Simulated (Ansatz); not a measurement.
# CH4GeS: relaxed scan of one distance, by script

Wanted for CH4GeS: a relaxed scan of one distance.

Program: the Python package of Ansatz 0.2.0. Level of theory: PBE0/def2-SVP. These are calculated values, not measurements.

## (1) The system

Bond lengths: C1–Ge2 1.885 Å, Ge2–S3 2.206 Å, C1–H4 1.067 Å, C1–H5 1.127 Å, C1–H6 1.170 Å, S3–H7 1.450 Å. Angles: C1–Ge2–S3 107.7°, Ge2–C1–H4 111.9°, Ge2–C1–H5 113.1°, Ge2–C1–H6 110.8°, H4–C1–H5 106.2°, H4–C1–H6 109.3°, H5–C1–H6 105.2°, Ge2–S3–H7 92.5°.

The script holds or builds the structure itself.

## (2) The script

Contents of relaxed_scan.py:

```python
"""One bond of CH4GeS held at set lengths while the rest relaxes."""

import ansatz as az
import numpy as np

geometry_ang = [
    ("C", [-0.8846, 0.6674, -0.2713]),
    ("Ge", [0.2801, -0.1525, 0.964]),
    ("S", [1.6881, -1.4109, -0.1767]),
    ("H", [-1.4124, -0.0509, -0.8571]),
    ("H", [-0.3517, 1.3386, -1.0035]),
    ("H", [-1.6522, 1.3597, 0.2765]),
    ("H", [2.3939, -1.8193, 1.0224]),
]
geometry = az.Crystal.molecule()
for symbol, xyz in geometry_ang:
    geometry = geometry.atom(symbol, xyz)

base = geometry.calculation()
base = base.basis(gaussian="def2-SVP").functional("pbe0")
symbols = [site.symbol for site in geometry.cartesian_sites]
pairs = [(0, 1), (0, 3), (0, 4), (0, 5), (1, 2), (2, 6)]
print("held (A)   E (eV)        ", "  ".join(f"{symbols[i]}{i}-{symbols[j]}{j}" for i, j in pairs))
for length in [1.73, 1.89, 2.04, 2.26, 2.55]:
    rep = base.relax(constraints=[az.DistanceConstraint((0, 1), at=length)], force_tolerance=0.02, max_steps=60).run(threads=1).report
    xyz = np.array(rep["positions_ang"])
    print(f"{length:6.2f} {rep['free_energy_ev']:14.5f}  ", "  ".join(f"{np.linalg.norm(xyz[i] - xyz[j]):.3f}" for i, j in pairs))
```

## (3) The input behind the calls

The engine receives this input (first run):

```yaml
crystal:
  periodic: [false, false, false]
  atoms:
    - { symbol: C, position_ang: [-0.8846, 0.6674, -0.2713] }
    - { symbol: Ge, position_ang: [0.2801, -0.1525, 0.964] }
    - { symbol: S, position_ang: [1.6881, -1.4109, -0.1767] }
    - { symbol: H, position_ang: [-1.4124, -0.0509, -0.8571] }
    - { symbol: H, position_ang: [-0.3517, 1.3386, -1.0035] }
    - { symbol: H, position_ang: [-1.6522, 1.3597, 0.2765] }
    - { symbol: H, position_ang: [2.3939, -1.8193, 1.0224] }
basis:
  gaussian:
    orbitals: def2-SVP
hamiltonian:
  xc: pbe0
relax:
  f_tol: 0.02
  max_steps: 60
  constraints:
    - { distance: [0, 1], at: 1.73 }
```

## (4) Launch

Run with:

```sh
$ python relaxed_scan.py
```

The log of the run:

```text
held (A)   E (eV)         C0-Ge1  C0-H3  C0-H4  C0-H5  Ge1-S2  S2-H6
DeckWarning: relax.constraints: the input's atoms, or those drawn, lie off the distances that are held; a relaxation that starts there is brought onto them ahead of its first SCF, by positions alone, an atom by 7.77e-2 Å at the most. With the symmetry detection on, the symmetry is detected on the input's atoms as so brought (as typed, where only the drawn atoms reach the distances), and notices that speak of the structure as typed mean those atoms
  1.73   -68431.97029   1.730  1.105  1.105  1.101  2.251  1.350
  1.89   -68432.62166   1.890  1.104  1.104  1.100  2.241  1.351
  2.04   -68432.70304   2.040  1.102  1.102  1.100  2.234  1.352
  2.26   -68432.39097   2.260  1.100  1.100  1.098  2.228  1.353
  2.55   -68431.70549   2.550  1.097  1.097  1.096  2.223  1.355
```

(Warnings from the package without file and line, repeats left out.)

It took 98 s on 1 thread of Intel Xeon 6975P-C (Granite Rapids), shared host; peak memory 0.25 GiB.

## (5) The engine's runs

The 5 runs, in the order started:

| run | distance (Å) | energy from run 3 (eV) | SCF cycles in all | CPU time (s) |
| --- | --- | --- | --- | --- |
| 1 | 1.73 | 0.7328 | 58 | 19 |
| 2 | 1.89 | 0.0814 | 61 | 18 |
| 3 | 2.04 | 0.0000 | 67 | 18 |
| 4 | 2.26 | 0.3121 | 67 | 21 |
| 5 | 2.55 | 0.9975 | 70 | 18 |

## (6) How the relaxation of run 1 went

Step by step:

| step | energy from step 1 (eV) | largest force component (eV/Å) |
| --- | --- | --- |
| 1 | 0.0000 | 1.8538 |
| 2 | -0.3857 | 1.0264 |
| 3 | -0.4349 | 0.4983 |
| 4 | -0.4552 | 0.0966 |
| 5 | -0.4584 | 0.0474 |
| 6 | -0.4588 | 0.0145 |

Step 1 is the start.

Before: Bond lengths: C1–Ge2 1.885 Å, Ge2–S3 2.206 Å, C1–H4 1.067 Å, C1–H5 1.127 Å, C1–H6 1.170 Å, S3–H7 1.450 Å. Angles: C1–Ge2–S3 107.7°, Ge2–C1–H4 111.9°, Ge2–C1–H5 113.1°, Ge2–C1–H6 110.8°, H4–C1–H5 106.2°, H4–C1–H6 109.3°, H5–C1–H6 105.2°, Ge2–S3–H7 92.5°.

After: Bond lengths: C1–Ge2 1.730 Å, Ge2–S3 2.251 Å, C1–H4 1.105 Å, C1–H5 1.105 Å, C1–H6 1.101 Å, S3–H7 1.350 Å. Angles: C1–Ge2–S3 97.2°, Ge2–C1–H4 113.4°, Ge2–C1–H5 112.8°, Ge2–C1–H6 112.2°, H4–C1–H5 104.8°, H4–C1–H6 106.6°, H5–C1–H6 106.5°, Ge2–S3–H7 95.9°.

## (7) How the relaxation of run 5 went

The steps of the relaxation:

```
step  energy from step 1 (eV)  largest force component (eV/Å)
   1                   0.0000                          3.8584
   2                  -0.6496                          0.8029
   3                  -0.7337                          0.3289
   4                  -0.7505                          0.1964
   5                  -0.7591                          0.0805
   6                  -0.7606                          0.0207
   7                  -0.7608                          0.0065
```

Step 1 is the start.

Before: Bond lengths: C1–Ge2 1.885 Å, Ge2–S3 2.206 Å, C1–H4 1.067 Å, C1–H5 1.127 Å, C1–H6 1.170 Å, S3–H7 1.450 Å. Angles: C1–Ge2–S3 107.7°, Ge2–C1–H4 111.9°, Ge2–C1–H5 113.1°, Ge2–C1–H6 110.8°, H4–C1–H5 106.2°, H4–C1–H6 109.3°, H5–C1–H6 105.2°, Ge2–S3–H7 92.5°.

After: Bond lengths: Ge2–S3 2.223 Å, C1–H4 1.097 Å, C1–H5 1.097 Å, C1–H6 1.096 Å, S3–H7 1.355 Å. Angles: Ge2–S3–H7 96.8°, H4–C1–H5 112.5°, H4–C1–H6 112.9°, H5–C1–H6 112.9°.

## (8) Outcome

| quantity | value |
| --- | --- |
| runs compared | 5 |
| range of energy | 0.998 eV |
| lowest point, distance (Å) | 2.04 |

In words: The lowest point, at 2.04, lies inside the range. The ends stand 0.733 and 0.998 eV above it. The distance scanned is the script's pair 0, 1. Run 1: The relaxation took 5 moves; the largest shift is 0.240 Å, of atom 7 (H). Run 5: The relaxation took 6 moves; the largest shift is 0.532 Å, of atom 2 (Ge). Total energies depend on the basis set; only differences at equal settings carry meaning. The energies are electronic: no zero-point or thermal terms, and the basis set is short of its limit.
